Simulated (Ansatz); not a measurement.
# As2H3+ (singlet): the correlation ladder, cc-pVDZ

The task here is to estimate one member of a computed series from the others.

Computed with Ansatz 0.2.0, Gaussian basis. Level: cc-pVDZ, core rule «outside noble gas», up to 28 orbitals frozen.

The runs, in order: UHF; CCSD(T) on RHF; CCSD(T) on UHF; BCCD(T) on RHF; CISD; CCSDT(Q) on RHF; CCSDT(Q) on UHF.

22 further runs of the same task are left out: 8 that didn't finish, 14 set aside as unsound or not needed. Runs told in other sessions of the task aren't counted.

**What is computed**

The geometry is a PBE0/def2-TZVP stationary point (not a proven minimum) of the parent state, kept for this charge and spin. No spin-orbit coupling is included. The filled d shell of As may be among the frozen orbitals whatever the setting's name suggests.

5 atoms, charge 1, spin multiplicity 1.

Atoms are counted from 1 here; the program's logs count them from 0.

Bond lengths: As1–As2 2.421 Å, As1–H3 1.524 Å, As1–H4 1.522 Å, As2–H5 1.528 Å. Angles: As2–As1–H3 95.2°, As2–As1–H4 93.7°, H3–As1–H4 92.9°, As1–As2–H5 90.7°.

The first run:

File in.yaml:

```yaml
crystal:
  periodic: [false, false, false]
  atoms:
    - {symbol: As, position_ang: [0.044935, 0.028439, 1.200164]}
    - {symbol: As, position_ang: [-0.020577, -0.040135, -1.219332]}
    - {symbol: H, position_ang: [-1.295538, 0.736132, 1.353769]}
    - {symbol: H, position_ang: [-0.578949, -1.351358, 1.353196]}
    - {symbol: H, position_ang: [0.063884, 1.484618, -1.282235]}
basis:
  gaussian: {orbitals: cc-pVDZ}
total_charge: 1
magnetization: {spin_polarized: true, initial_magnetization: 0}
hamiltonian: {xc: hf}
output: {orbitals: {seedname: orbitals}}
```

Launch:

```bash
$ ansatz run in.yaml --threads 1 --pin off --events-out ev --progress --plain --max-ram 2393MiB
```

Steps of the session up to this table: UHF; CCSD(T) on RHF; CCSD(T) on UHF; BCCD(T) on RHF; CISD; CCSDT(Q) on RHF; CCSDT(Q) on UHF.

One table of the session follows, with a row left open; its other results are not shown here.

| method | from RCCSDT(Q) (meV) |
| --- | --- |
| RHF | +6963.2 |
| UHF | +6803.8 |
| RMP2 | ? |
| UMP2 | +1695.9 |
| CISD | +999.4 |
| RCCSD | +323.4 |
| UCCSD | +365.3 |
| RCCSD(T) | +69.2 |
| UCCSD(T) | +109.0 |
| BCCD(T) | +70.9 |
| RCCSDT | +24.1 |
| UCCSDT | +32.4 |
| RCCSDT(Q) | 0 |
| UCCSDT(Q) | +2.3 |

**Question.** Estimate the row for RMP2.

**Answer.** from RCCSDT(Q) (meV): +1509.8. In the column «from RCCSDT(Q) (meV)» it lies between CISD (+999.4) and UMP2 (+1695.9).

Caveats from the session: The determinant of HF (⟨S²⟩ 0.63) is far from a pure spin state, so its energy mixes those of several spin states; that is harmless only where they are near-degenerate. The determinant of CCSD(T) (⟨S²⟩ 0.63) is far from a pure spin state, so its energy mixes those of several spin states; high orders of coupled cluster remove much of that, low ones don't. The determinant of CCSDT(Q) (⟨S²⟩ 0.63) is far from a pure spin state, so its energy mixes those of several spin states; high orders of coupled cluster remove much of that, low ones don't. Restricted and unrestricted rows rest on different reference determinants; a gap between their highest levels can come from leftover correlation error, from unlike frozen cores or from another state.
